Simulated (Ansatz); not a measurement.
# SiSb2: the cost of one run

Method: DFT PBE, scalar-relativistic, plane waves, PAW, in Ansatz 0.2.0.

**1. The starting structure**

It takes space group Pnnm (No. 58, orthorhombic). The conventional cell has a = 5.986 Å, b = 6.168 Å, c = 4.029 Å, α = 90.00°, β = 90.00°, γ = 90.00°. Si (site symmetry 2/m) has 6 Sb at 2.59 to 2.65 Å as nearest neighbours. Sb (site symmetry m) is surrounded by 3 Si at 2.59 to 2.65 Å.

Coordinates:

```xyz
6
Lattice="5.9857 0.0000 0.0000 0.0000 6.1680 0.0000 0.0000 0.0000 4.0289" Properties=species:S:1:pos:R:3 pbc="T T T"
Si    2.9929    3.0840    2.0144
Si    0.0000    0.0000    0.0000
Sb    1.3468    5.0886    2.0144
Sb    4.3397    4.1634    0.0000
Sb    4.6389    1.0794    2.0144
Sb    1.6461    2.0046    0.0000
```

This is candidate A: CaCl2 type (Pnnm, No. 58).

(A quick probe on a coarse mesh, which set the mesh and smearing, is not shown.)

**3. Rough relaxation on the coarse mesh (candidate A)**

input.yaml reads:

```yaml
crystal:
  lattice:
    - [5.9857362617, 0.0, 0.0]
    - [0.0, 6.1679942569, 0.0]
    - [0.0, 0.0, 4.0288609454]
  atoms:
    - { symbol: Si, position: [0.5, 0.5, 0.5] }
    - { symbol: Si, position: [0.0, 0.0, 0.0] }
    - { symbol: Sb, position: [0.225, 0.825, 0.5] }
    - { symbol: Sb, position: [0.725, 0.675, 0.0] }
    - { symbol: Sb, position: [0.775, 0.175, 0.5] }
    - { symbol: Sb, position: [0.275, 0.325, 0.0] }
basis:
  ecutwfc: 420
kpoints:
  mp_grid: { grid: [4, 4, 4] }
hamiltonian:
  xc: pbe
scf:
  occupations: { method: gaussian, width: 0.1 }
  lower_state_search: "off"
output:
  forces: true
  stress: true
  eigenvalues: true
relax:
  adjacent_minimum: "off"
  f_tol: 0.04
  max_steps: 70
  cell: { stress_tol: 0.4 }
```

Run with:

```sh
ansatz run input.yaml --threads 1 --pin off --max-ram 2560MiB --backend cpu --events-out ev --progress --plain --runs-dir out
```

Q: Estimate wall time and peak memory on 1 thread of Intel Xeon 6975P-C (Granite Rapids), shared host.

About 77 s, with a peak of 0.53 GiB.
